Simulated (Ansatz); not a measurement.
# LaSb: stress in a strained cell

Aim: deform LaSb (equal xx and yy strain of -1 %) and compute stress, forces and field gradients with LAPW, PAW and all-electron datasets made for the crystal.

Program: Ansatz 0.2.0. Level of theory: DFT PBEsol, scalar-relativistic. These are calculated values, not measurements.

## 1. The structure to begin with

It takes space group Fm-3m (No. 225, cubic). The conventional cell has a = 6.490 Å, b = 6.490 Å, c = 6.490 Å, α = 90.00°, β = 90.00°, γ = 90.00°. La (site symmetry m-3m) is surrounded by 6 Sb at 3.25 Å. Sb (site symmetry m-3m) has 6 La at 3.25 Å as nearest neighbours.

As a file:

```
La Sb
1.0
     0.00000    3.24500    3.24500
     3.24500    0.00000    3.24500
     3.24500    3.24500    0.00000
La Sb
1 1
Cartesian
  0.0000 0.0000 0.0000
  3.2450 3.2450 3.2450
```

Atoms are numbered in the order of the input: La1, Sb2.

## 2. The deformed structure

Space group Fm-3m before, I4/mmm after.

## 3. LAPW, all electrons

input.yaml reads:

```yaml
crystal:
  lattice:
    - [0.0, 3.21255, 3.245]
    - [3.21255, 0.0, 3.245]
    - [3.21255, 3.21255, 0.0]
  atoms:
    - { symbol: La, position: [0.0, 0.0, 0.0] }
    - { symbol: Sb, position: [0.5, 0.5, 0.5] }
kpoints:
  mp_grid: { grid: [10, 10, 10] }
  band_path:
    path:
      - [0.0, 0.0, 0.0]
      - [0.0, 0.5, 0.5]
      - [0.25, 0.75, 0.5]
      - [0.0, 0.5, 0.0]
      - [0.0, 0.0, 0.0]
      - [0.5, 0.5, 0.0]
      - [0.3725125, 0.6274875, 0.0]
      - [-0.3725125, 0.3725125, 0.0]
      - [0.0, 0.0, 0.0]
    npoints: 5
scf:
  occupations: { method: fermi_dirac, width: 0.05 }
hamiltonian:
  xc: pbesol
  pseudopotentials: { kind: all_electron, lapw: { basis_error: 0.001 } }
output:
  forces: true
  stress: true
  eigenvalues: true
```

Command:

```console
$ ansatz run input.yaml --threads 1 --pin off --max-ram 3072MiB --backend cpu --events-out ev --progress --plain --runs-dir out
```

## 4. Frozen-core PAW

input.yaml reads:

```yaml
crystal:
  lattice:
    - [0.0, 3.21255, 3.245]
    - [3.21255, 0.0, 3.245]
    - [3.21255, 3.21255, 0.0]
  atoms:
    - { symbol: La, position: [0.0, 0.0, 0.0] }
    - { symbol: Sb, position: [0.5, 0.5, 0.5] }
kpoints:
  mp_grid: { grid: [10, 10, 10] }
scf:
  occupations: { method: fermi_dirac, width: 0.05 }
hamiltonian:
  xc: pbesol
  pseudopotentials: { kind: paw }
output:
  forces: true
  stress: true
  eigenvalues: true
  efg: { contact_densities: true }
  write_density: true
  write_potential: true
  elf: true
  volumetric_format: npy
```

## 5. All-electron PAW on datasets made for the crystal

Edit input.yaml of step 4 so:

```diff
@@ -14,3 +14,3 @@
   xc: pbesol
-  pseudopotentials: { kind: paw }
+  pseudopotentials: { kind: all_electron, datasets: crystal }
 output:
@@ -20,5 +20 @@
   efg: { contact_densities: true }
-  write_density: true
-  write_potential: true
-  elf: true
-  volumetric_format: npy
```

(Steps that only read results are left out.)

**Question.** What will these runs give? Wanted: pressure; largest shear or deviatoric stress.

The runs gave:

| quantity | value |
| --- | --- |
| pressure | LAPW 0.20, PAW 0.18, crystal datasets 0.20 GPa |
| largest shear or deviatoric stress (LAPW) | 0.86 GPa |

In words: The largest part of the stress beyond the pressure is 0.86 GPa in size, in the zz component; the atoms are carried along and not relaxed. No run of the undeformed cell stands beside it, so the pressure holds what the given cell had before the change. PAW: stress within 0.03 GPa of LAPW. Crystal datasets: stress within 0.01 GPa of LAPW. Spin-orbit coupling is left out, though the cell holds La; in elements this heavy it can shift bands and gaps by tenths of an eV.
